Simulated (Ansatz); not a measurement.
# C₃H₈OSi: how energies converge with the basis set

One table from this session's results is given with a row withheld; the runs are named, their logs left out.

Method: one geometry, several basis sets; program: Ansatz 0.2.0, Gaussian basis.

The runs, in order: PBE0-D4/def2-SVP; ωB97M-V/def2-SVP; PBE0-D4/def2-QZVPP; ωB97M-V/def2-QZVPP; the functionals' def2-TZVPP values are taken from earlier runs.

## The relaxed structure

An earlier PBE0-D4 in a triple-zeta def2 set relaxation fixed the geometry.

13 atoms, charge 0, spin multiplicity 1.

Atoms are counted from 1 here; the program's logs count them from 0.

Bond lengths: C1–C2 1.520 Å, C1–H6 1.095 Å, C1–H7 1.096 Å, C1–H8 1.095 Å, C2–C3 1.531 Å, C2–Si4 1.927 Å, C2–H9 1.103 Å, C3–H10 1.094 Å, C3–H11 1.095 Å, C3–H12 1.095 Å, Si4–O5 1.654 Å, O5–H13 0.963 Å. Angles: C2–C1–H6 112.3°, C2–C1–H7 111.4°, C2–C1–H8 111.8°, H6–C1–H7 108.0°, H6–C1–H8 106.7°, H7–C1–H8 106.4°, C1–C2–C3 111.9°, C1–C2–Si4 117.3°, C1–C2–H9 108.7°, C3–C2–Si4 108.0°, C3–C2–H9 107.2°, Si4–C2–H9 103.0°, C2–C3–H10 112.0°, C2–C3–H11 111.2°, C2–C3–H12 111.4°, H10–C3–H11 107.2°, H10–C3–H12 107.5°, H11–C3–H12 107.2° and more.

Geometry (Å):

```
C    -1.1141    0.0682    0.4522
C     0.4041    0.0387    0.3865
C     0.9282   -1.3125   -0.1064
Si    1.2702    1.4215   -0.6384
O    -0.0010    2.3133   -1.2068
H    -1.4942    1.0080    0.8668
H    -1.5604   -0.0694   -0.5397
H    -1.5089   -0.7352    1.0829
H     0.8058    0.1943    1.4016
H     2.0211   -1.3349   -0.1584
H     0.5515   -1.5422   -1.1086
H     0.6127   -2.1280    0.5520
H    -0.8947    2.0434   -0.9687
```

The first run:

in.yaml

```yaml
crystal:
  periodic: [false, false, false]
  atoms:
    - {symbol: C, position_ang: [-1.114145, 0.068231, 0.452235]}
    - {symbol: C, position_ang: [0.404067, 0.038687, 0.386451]}
    - {symbol: C, position_ang: [0.928182, -1.312478, -0.106418]}
    - {symbol: Si, position_ang: [1.270199, 1.421480, -0.638373]}
    - {symbol: O, position_ang: [-0.000961, 2.313312, -1.206789]}
    - {symbol: H, position_ang: [-1.494212, 1.007994, 0.866757]}
    - {symbol: H, position_ang: [-1.560387, -0.069351, -0.539651]}
    - {symbol: H, position_ang: [-1.508870, -0.735248, 1.082867]}
    - {symbol: H, position_ang: [0.805757, 0.194298, 1.401566]}
    - {symbol: H, position_ang: [2.021133, -1.334858, -0.158393]}
    - {symbol: H, position_ang: [0.551479, -1.542190, -1.108625]}
    - {symbol: H, position_ang: [0.612727, -2.127991, 0.551985]}
    - {symbol: H, position_ang: [-0.894668, 2.043415, -0.968713]}
basis:
  gaussian: {orbitals: def2-SVP}
hamiltonian: {xc: pbe0, dispersion: d4}
output: {orbitals: {seedname: orbitals}}
```

On the command line:

```bash
$ ansatz run in.yaml --threads 4 --pin off --events-out ev --progress --plain --max-ram 10444MiB
```

Among the steps run: PBE0-D4 in def2-SVP; ωB97M-V in def2-SVP; PBE0-D4 in def2-QZVPP; ωB97M-V in def2-QZVPP.

One table of the session follows, with a row left open; its other results are not shown here.

It belongs to the step «Density functionals: the series». 

```
functional       basis  HOMO (eV)
   PBE0-D4    def2-SVP      -6.04
   PBE0-D4  def2-TZVPP      -6.11
   PBE0-D4  def2-QZVPP      -6.14
   ωB97M-V    def2-SVP      -8.11
   ωB97M-V  def2-TZVPP      -8.20
   ωB97M-V  def2-QZVPP          ?
```

Q: Estimate the row for ωB97M-V, def2-QZVPP from the others.

As computed: HOMO (eV): -8.24. In the column «HOMO (eV)» it is the lowest.
